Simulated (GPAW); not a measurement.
# BiTe (R-3m) in GPAW: convergence with smearing width (eV)

Aim: find how far smearing width (eV) must go before the results for BiTe settle, at LDA. This setting moves, with any that are tied to it; all else stays.

All numbers are computed with GPAW 26.7.0; they aren't measurements. Logs are shortened: lines on timing, memory, paths and dates and some standing lists are left out, and cuts for length are marked. The log counts tension as positive stress, the text compression.

### Step 1. Starting point

It takes space group R-3m (No. 166, trigonal). The conventional cell has a = 4.845 Å, b = 4.845 Å, c = 9.952 Å, α = 90.00°, β = 90.00°, γ = 120.00°. Bi (site symmetry -3m) is surrounded by 6 Te at 3.25 Å. Te (site symmetry -3m) has 6 Bi at 3.25 Å as nearest neighbours.

The cell comes from a database or a generator and needn't be the stable form of this composition.

### Step 2. With smearing width (eV) 0.5

run.py reads:

```python
from ase import Atoms
from ase.dft.bandgap import bandgap
from ase.io import write
from ase.units import GPa
from gpaw import GPAW, PW

atoms = Atoms(['Bi', 'Te'],
              cell=[[2.4227077728, 1.3987509848, 3.3172919545],
                    [-2.4227077728, 1.3987509848, 3.3172919545],
                    [0.0, -2.7975019696, 3.3172919545]],
              scaled_positions=[[0.5, 0.5, 0.5],
                                [0.0, 0.0, 0.0]],
              pbc=True)

calc = GPAW(mode=PW(600),
            xc='LDA',
            kpts={'size': (5, 5, 5), 'gamma': True},
            occupations={'name': 'fermi-dirac', 'width': 0.5},
            nbands=20,
            convergence={'density': 1e-05, 'energy': 1e-05},
            maxiter=100,
            txt='gpaw.txt')
atoms.calc = calc
energy = atoms.get_potential_energy()
forces = atoms.get_forces()
stress = atoms.get_stress()
calc.write('gs.gpw')
write('result.traj', atoms)
print(f'Energy: {energy:.6f} eV')
print('Forces (eV/A):')
print(forces.round(4))
print('Stress (GPa):', (stress / GPa).round(3))
print('Fermi level:', round(calc.get_fermi_level(), 4), 'eV')
print(f'Gap: {bandgap(calc)[0]:.4f} eV, direct: {bandgap(calc, direct=True)[0]:.4f} eV')
```

Potentials or basis: the program's PAW data sets (release 1.2.1) made for this functional, pw.

On the command line:

```bash
> OMP_NUM_THREADS=1 python run.py
```

gpaw.txt:

```text
__  _  _
 | _ |_)|_||  |
 |__||  | ||/\| - 26.7.0

Input parameters:
  mode=PW(ecut=600.0),
  convergence={'density': 1e-05, 'energy': 1e-05},
  kpts=MonkhorstPack(size=(5, 5, 5), gamma=True),
  maxiter=100,
  nbands=20,
  occupations=Occupations(name='fermi-dirac', width=0.5),
  xc=XC(name='LDA')

Diagonalizing LCAO Hamiltonian
Converting LCAO to pw mode

       Bi

       Te

Atoms  # Å, Bohr magnetons
|   | symbol |        x |        y |        z |    initial magnetic moments |
|---|--------|----------|----------|----------|-----------------------------|
| 0 |     Bi | 0.000000 | 0.000000 | 4.975938 | ( 0.0000,  0.0000,  0.0000) |
| 1 |     Te | 0.000000 | 0.000000 | 0.000000 | ( 0.0000,  0.0000,  0.0000) |

Unit cell  # Å
| periodic |         x |         y |        z |  lengths |    angles |
|----------|-----------|-----------|----------|----------|-----------|
|      yes |  2.422708 |  1.398751 | 3.317292 | 4.339406 | 67.877182 |
|      yes | -2.422708 |  1.398751 | 3.317292 | 4.339406 | 67.877182 |
|      yes |  0.000000 | -2.797502 | 3.317292 | 4.339406 | 67.877182 |

Number of symmetries: 12
Symmetry operations  # r_c * U_cc + t_c -> r_c
|    | kind |            matrix            |
|----|------|------------------------------|
|  0 |  E   |  1, 0, 0,  0, 1, 0,  0, 0, 1 |
|  1 |  σ   |  1, 0, 0,  0, 0, 1,  0, 1, 0 |
|  2 |  σ   |  0, 1, 0,  1, 0, 0,  0, 0, 1 |
|  3 |  C3  |  0, 1, 0,  0, 0, 1,  1, 0, 0 |
|  4 |  C3  |  0, 0, 1,  1, 0, 0,  0, 1, 0 |
|  5 |  σ   |  0, 0, 1,  0, 1, 0,  1, 0, 0 |
|  6 |  C2  |  0, 0,-1,  0,-1, 0, -1, 0, 0 |
|  7 |  S6  |  0, 0,-1, -1, 0, 0,  0,-1, 0 |
|  8 |  S6  |  0,-1, 0,  0, 0,-1, -1, 0, 0 |
|  9 |  C2  |  0,-1, 0, -1, 0, 0,  0, 0,-1 |
| 10 |  C2  | -1, 0, 0,  0, 0,-1,  0,-1, 0 |
| 11 |  i   | -1, 0, 0,  0,-1, 0,  0, 0,-1 |

BZ-sampling:
  Number of BZ points: 125
  Number of IBZ points: 19

  Monkhorst-Pack size: [5, 5, 5]
  Monkhorst-Pack shift: [0, 0, 0]

K-points  # in reciprocal-cell coordinates
|     |                                coordinates |     weight |
[... 96 lines left out ...]
  Pratt-step length: 0.05
  Maximum mixing coefficient: 0.75
  Old densities: 10
  SVD Regularization: 0.005
  Good broyden scale: 1.0
  Trust region scale: 1.0
  Backstep threshold: 4.0
  History deletion threshold: 6.0
  Fourier metric: weight=20.0, sigma=0.015

occupation numbers:
  Fermi-Dirac:
    width: 0.5000  # eV

poisson solver:
  ecut: 4800.0  # eV

xc functional:
  name: None

convergence criteria:
- Maximum integral of absolute [dens]ity change: 1e-05 electrons / valence electron
- Maximum [total energy] change in last 3 cyles: 1e-05 eV / valence electron
- Maximum integral of absolute [eigenst]ate change: 4e-08 eV^2 / valence electron
maximum number of iterations: 100

SCF iterations
|iter     | |      energy | eigst |  dens |
|---------|-|-------------|-------|-------|
|iter:   1| |   -9.435244 | -0.38 |       |
|iter:   2| |   -9.429818 | -2.50 | -1.54 |
|iter:   3| |   -9.398447 | -3.26 | -1.59 |
|iter:   4| |   -9.400162 | -3.66 | -2.04 |
|iter:   5| |   -9.399414 | -4.36 | -2.41 |
|iter:   6| |   -9.399622 | -5.22 | -3.14 |
|iter:   7| |   -9.399622c| -6.18 | -3.89 |
|iter:   8| |   -9.399625c| -7.14 | -4.65 |
|iter:   9| |   -9.399625c| -7.87c| -4.94 |
|iter:  10| |   -9.399625c| -8.89c| -5.69c|

Converged in 10 steps
Energy contributions relative to reference atoms: (reference = -769175.843818)

Energy contributions:
  Kinetic:          18.886950
  Coulomb:         -18.052379
  Zero:             -1.283153
  External:          0.000000
  Xc:               -8.475275
  Entropy:          -0.951536
  Spinorbit:         0.000000
  ----------------------------
  Free energy:      -9.875393
  Extrapolated:     -9.399625

dipole moment: (-0.000000, -0.000000, -42.755882)  # |e|*Ang

Fermi level: 5.990
Eigenvalues  # (at kpt = [0.000, 0.000, 0.000])
| band index |      eig [eV] | occ [0-2] |
|------------|---------------|-----------|
|          0 |       -17.130 |     2.000 |
|        ... |               |           |
|          2 |       -17.124 |     2.000 |
|          3 |       -17.124 |     2.000 |
|          4 |       -17.108 |     2.000 |
|          5 |        -7.368 |     2.000 |
|          6 |        -2.192 |     2.000 |
|          7 |         3.195 |     1.993 |
[... 8 lines left out ...]
|         16 |        12.837 |     0.000 |
|         17 |        13.111 |     0.000 |
|        ... |               |           |
|         19 |        13.124 |     0.000 |

No gap
No difference between direct/indirect transitions

Forces  # eV/Ang
|        x |        y |        z |
|----------|----------|----------|
| -0.00000 | -0.00000 | -0.00000 |  # Bi   0
|  0.00000 |  0.00000 |  0.00000 |  # Te   1

Stress tensor  # eV/Ang^3
|        x |         y |         z |
|----------|-----------|-----------|
| 0.018494 |  0.000000 |  0.000000 |
| 0.000000 |  0.018494 | -0.000000 |
| 0.000000 | -0.000000 |  0.010994 |

# Writing to gs.gpw (mode='')
```

Wall time 14 s (1 thread of Arm Neoverse V1, shared host); peak memory 0.16 GiB.

What came out:

```
Free energy            : -9.8754 eV
Pressure               : -2.6 GPa
Band gap on the k mesh : none (metal or under the smearing width)
```

### Step 3. With smearing width (eV) 0.3

run.py: that of step 2 with these lines changed.

```diff
@@ -17,3 +17,3 @@
             kpts={'size': (5, 5, 5), 'gamma': True},
-            occupations={'name': 'fermi-dirac', 'width': 0.5},
+            occupations={'name': 'fermi-dirac', 'width': 0.3},
             nbands=20,
```

Potentials or basis: the program's PAW data sets (release 1.2.1) made for this functional, pw.

On the command line:

```bash
> OMP_NUM_THREADS=1 python run.py
```

It took 14 s on 1 thread of Arm Neoverse V1, shared host; peak memory 0.16 GiB.

Results:

| Property | Result |
| --- | --- |
| Free energy | -9.5710 eV |
| Pressure | -3.3 GPa |
| Band gap on the k mesh | none (metal or under the smearing width) |

### Step 4. With smearing width (eV) 0.2

run.py: that of step 3 with these lines changed.

```diff
@@ -17,3 +17,3 @@
             kpts={'size': (5, 5, 5), 'gamma': True},
-            occupations={'name': 'fermi-dirac', 'width': 0.3},
+            occupations={'name': 'fermi-dirac', 'width': 0.2},
             nbands=20,
```

On the command line:

```bash
> OMP_NUM_THREADS=1 python run.py
```

Run time: 14 s. Hardware: 1 thread of Arm Neoverse V1, shared host; peak memory 0.16 GiB.

Results (log left out):

```
Free energy            : -9.4715 eV
Pressure               : -3.6 GPa
Band gap on the k mesh : none (metal or under the smearing width)
```

### Step 5. With smearing width (eV) 0.15

run.py: that of step 4 with these lines changed.

```diff
@@ -17,3 +17,3 @@
             kpts={'size': (5, 5, 5), 'gamma': True},
-            occupations={'name': 'fermi-dirac', 'width': 0.2},
+            occupations={'name': 'fermi-dirac', 'width': 0.15},
             nbands=20,
```

On the command line:

```bash
> OMP_NUM_THREADS=1 python run.py
```

It took 14 s on 1 thread of Arm Neoverse V1, shared host; peak memory 0.16 GiB.

Results (log left out):

| Property | Result |
| --- | --- |
| Free energy | -9.4349 eV |
| Pressure | -3.7 GPa |
| Band gap on the k mesh | none (metal or under the smearing width) |

### Step 6. With smearing width (eV) 0.1

run.py: that of step 5 with these lines changed.

```diff
@@ -17,3 +17,3 @@
             kpts={'size': (5, 5, 5), 'gamma': True},
-            occupations={'name': 'fermi-dirac', 'width': 0.15},
+            occupations={'name': 'fermi-dirac', 'width': 0.1},
             nbands=20,
```

Potentials or basis: the program's PAW data sets (release 1.2.1) made for this functional, pw.

On the command line:

```bash
> OMP_NUM_THREADS=1 python run.py
```

Run time: 14 s. Hardware: 1 thread of Arm Neoverse V1, shared host; peak memory 0.16 GiB.

Results (log left out):

```yaml
Free_energy: -9.4081 eV
Pressure: -3.8 GPa
Band_gap_on_the_k_mesh: none (metal or under the smearing width)
```

### Step 7. With smearing width (eV) 0.05

run.py: that of step 6 with these lines changed.

```diff
@@ -17,3 +17,3 @@
             kpts={'size': (5, 5, 5), 'gamma': True},
-            occupations={'name': 'fermi-dirac', 'width': 0.1},
+            occupations={'name': 'fermi-dirac', 'width': 0.05},
             nbands=20,
```

On the command line:

```bash
> OMP_NUM_THREADS=1 python run.py
```

It took 14 s on 1 thread of Arm Neoverse V1, shared host; peak memory 0.16 GiB.

The run converged. Its results:

```
Free energy            : -9.3911 eV
Pressure               : -3.9 GPa
Band gap on the k mesh : none (metal or under the smearing width)
```

### Step 8. With smearing width (eV) 0.025

run.py: that of step 7 with these lines changed.

```diff
@@ -17,3 +17,3 @@
             kpts={'size': (5, 5, 5), 'gamma': True},
-            occupations={'name': 'fermi-dirac', 'width': 0.05},
+            occupations={'name': 'fermi-dirac', 'width': 0.025},
             nbands=20,
```

On the command line:

```bash
> OMP_NUM_THREADS=1 python run.py
```

Wall time 14 s (1 thread of Arm Neoverse V1, shared host); peak memory 0.16 GiB.

Results (log left out):

| Property | Result |
| --- | --- |
| Free energy | -9.3854 eV |
| Pressure | -3.8 GPa |
| Band gap on the k mesh | none (metal or under the smearing width) |

### Step 9. With smearing width (eV) 0.01

run.py: that of step 8 with these lines changed.

```diff
@@ -17,3 +17,3 @@
             kpts={'size': (5, 5, 5), 'gamma': True},
-            occupations={'name': 'fermi-dirac', 'width': 0.025},
+            occupations={'name': 'fermi-dirac', 'width': 0.01},
             nbands=20,
```

Potentials or basis: the program's PAW data sets (release 1.2.1) made for this functional, pw.

On the command line:

```bash
> OMP_NUM_THREADS=1 python run.py
```

Wall time 14 s (1 thread of Arm Neoverse V1, shared host); peak memory 0.16 GiB.

The run converged. Its results:

```
Free energy            : -9.3828 eV
Pressure               : -3.8 GPa
Band gap on the k mesh : none (metal or under the smearing width)
```

### Step 10. Summary

```tsv
smearing width (eV)	energy less the tightest run, at zero smearing (meV/atom)	pressure (GPa)	SCF cycles	CPU time (s)	peak memory (GiB)
0.5	-8.76	-2.56	10	14	0.16
0.3	-7.19	-3.35	10	14	0.16
0.2	-3.53	-3.61	10	14	0.16
0.15	-2.48	-3.73	10	14	0.16
0.1	-2.19	-3.82	10	14	0.16
0.05	-1.25	-3.86	10	14	0.16
0.025	-0.39	-3.82	10	14	0.16
0.01	0.00	-3.77	10	14	0.16
```

Against the tightest run, the energy stays within 1 meV/atom from 0.025 on; the pressure stays within 0.1 GPa from 0.15 on. Narrower smearing needs a denser k mesh, so at a fixed mesh the narrowest width isn't the most accurate. The tightest run that finished is the yardstick and may itself not be fully converged.

Caveats: spin-orbit coupling is left out, which moves the levels of the heavy elements.
